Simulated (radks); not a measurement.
**Excited configurations of Ti⁺**

One table from this session's results is given with a row withheld; the runs are named, their logs left out.

Method: Dirac Kohn-Sham, PBEsol, spin-unpolarised, spherical densities, point nucleus; open shells fill j = l - 1/2 first. Code: radks (a radial shooting solver on a logarithmic mesh, Libxc functionals) version 1.

## What is computed

| Property | Result |
| --- | --- |
| element | titanium (Z = 22) |
| charge | +1 |
| electrons | 21 |
| configuration | [Ar] 3d2 4s1 |

Set-up of the first run:

Input:

```text
Z 22
configuration [Ar] 3d2 4s1
relativity Dirac
functional pbe_sol,pbe_sol
spin unpolarised
j_filling energy
nucleus point
c 137.035999084
```

Among the steps run: Ground configuration: [Ar] 3d2 4s1.

One of the session's tables, all rows but one given; the rest of the session is left out.

Radial moments (bohr):

```
level     <r>  outermost maximum (interpolated)  90 % within  nodes
2p1/2  0.2883                             0.218        0.475      0
2p3/2  0.2909                             0.220        0.478      0
3s1/2   1.008                             0.870         1.51      2
3p1/2   1.081                             0.898         1.67      1
3p3/2       ?                                 ?            ?      ?
3d3/2   1.517                             0.978         2.65      0
3d5/2   1.521                             0.980         2.66      0
4s1/2   3.181                              2.75         4.70      3
```

Q: Estimate the row for 3p3/2 from the others.

As computed: <r>: 1.089; outermost maximum (interpolated): 0.905; 90 % within: 1.68; nodes: 1. In the column «<r>» it lies between 3p1/2 (1.081) and 3d3/2 (1.517).

To keep in mind: Spin polarisation and multiplet splitting are left out, so open shells lie too high by an amount that depends on their filling.
